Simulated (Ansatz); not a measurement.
# CH5FS2Si: how energies converge with the basis set

An exercise on one series of results from a longer session: the logs are not shown, and one member is left open.

The runs use Ansatz 0.2.0, Gaussian basis; one geometry, several basis sets.

Plan: PBE0-D4/def2-SVP; ωB97M-V/def2-SVP; PBE0-D4/def2-QZVPP; ωB97M-V/def2-QZVPP; the functionals' def2-TZVPP values are taken from earlier runs.

### The relaxed structure

All runs share one geometry, relaxed beforehand with PBE0-D4 in a triple-zeta def2 set.

SMILES `CS[SiH](F)S`, 10 atoms, charge 0, spin multiplicity 1.

Atoms are counted from 1 here; the program's logs count them from 0.

Bond lengths: C1–S2 1.819 Å, C1–H6 1.089 Å, C1–H7 1.088 Å, C1–H8 1.089 Å, S2–Si3 2.100 Å, Si3–F4 1.599 Å, Si3–S5 2.125 Å, Si3–H9 1.477 Å, S5–H10 1.345 Å. Angles: S2–C1–H6 106.2°, S2–C1–H7 111.1°, S2–C1–H8 110.6°, H6–C1–H7 109.4°, H6–C1–H8 109.3°, H7–C1–H8 110.2°, C1–S2–Si3 101.3°, S2–Si3–F4 113.1°, S2–Si3–S5 109.1°, S2–Si3–H9 106.8°, F4–Si3–S5 107.0°, F4–Si3–H9 107.1°, S5–Si3–H9 113.9°, Si3–S5–H10 93.8°.

Set-up of the first run:

Input file in.yaml:

```yaml
crystal:
  periodic: [false, false, false]
  atoms:
    - {symbol: C, position_ang: [-1.286961, -0.048124, 1.245614]}
    - {symbol: S, position_ang: [0.096725, 1.126704, 1.122541]}
    - {symbol: Si, position_ang: [1.196328, 0.300737, -0.464701]}
    - {symbol: F, position_ang: [1.746096, -1.167567, -0.148398]}
    - {symbol: S, position_ang: [-0.059898, 0.137915, -2.170943]}
    - {symbol: H, position_ang: [-1.970766, 0.364139, 1.986355]}
    - {symbol: H, position_ang: [-1.803426, -0.145442, 0.292412]}
    - {symbol: H, position_ang: [-0.934977, -1.021309, 1.583056]}
    - {symbol: H, position_ang: [2.371934, 1.171370, -0.668340]}
    - {symbol: H, position_ang: [0.728143, -0.769723, -2.774496]}
basis:
  gaussian: {orbitals: def2-SVP}
hamiltonian: {xc: pbe0, dispersion: d4}
output: {orbitals: {seedname: orbitals}}
```

Run with:

```console
$ ansatz run in.yaml --threads 4 --pin off --events-out ev --progress --plain --max-ram 10444MiB
```

Among the steps run: PBE0-D4 in def2-SVP; ωB97M-V in def2-SVP; PBE0-D4 in def2-QZVPP; ωB97M-V in def2-QZVPP.

One of the session's tables, all rows but one given; the rest of the session is left out.

It belongs to the step «Functionals by basis». 

```
functional       basis  HOMO (eV)  LUMO (eV)
   PBE0-D4    def2-SVP      -7.35       0.34
   PBE0-D4  def2-TZVPP      -7.44      -0.13
   PBE0-D4  def2-QZVPP      -7.47      -0.33
   ωB97M-V    def2-SVP          ?          ?
   ωB97M-V  def2-TZVPP      -9.62       1.75
   ωB97M-V  def2-QZVPP      -9.66       1.25
```

**Question.** Estimate the row for ωB97M-V, def2-SVP.

As computed: HOMO (eV): -9.50; LUMO (eV): 2.38. In the column «HOMO (eV)» it lies between ωB97M-V, def2-TZVPP (-9.62) and PBE0-D4, def2-QZVPP (-7.47).
